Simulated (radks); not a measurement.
# As³²⁺ in 1s1: an all-electron calculation

Wanted: eigenvalues, radial structure and energy terms of the arsenic ion As32+.

Program: radks (a radial shooting solver on a logarithmic mesh, Libxc functionals) version 1. Level of theory: Dirac Kohn-Sham, PBE, spin-unpolarised, spherical densities, finite nucleus. These are calculated values, not measurements, unless marked.

### Step 1. The atom as given

```
element            : arsenic (Z = 33)
charge             : +32
electrons          : 1
configuration      : 1s1
nuclear rms radius : 4.0968 fm
```

The outer shells:

As³²⁺
```
1s [↑ ]
```

### Step 2. Self-consistent calculation

The run's settings:

```text
Z 33
configuration 1s1 2s0 2p0
relativity Dirac
functional pbe,pbe
spin unpolarised
j_filling energy
nucleus finite rms 4.0968 fm
c 137.035999084
```

Q: Predict the outcome of this run.

As calculated:

```
                        quantity                     value
                    total energy        -550.69306 hartree
exchange-correlation share of it                    1.56 %
                            −T/E                    1.0303
          highest occupied level        1s1/2, -14760.3 eV
    most extended occupied level  1s1/2, <r> = 0.0447 bohr
 radius at density 0.001 e/bohr³                0.246 bohr
    maxima of the radial density                         1
         ionisation energy, NIST       15028.9 (theory) eV
```

What this shows: The radial density shows 1 maxima for 1 occupied principal shells. Relativity lifts −T/E to 1.030. Minus the highest eigenvalue, 14760.3 eV, is 98 % of the tabulated ionisation energy (15028.9 eV). Spin polarisation and multiplet splitting are left out.
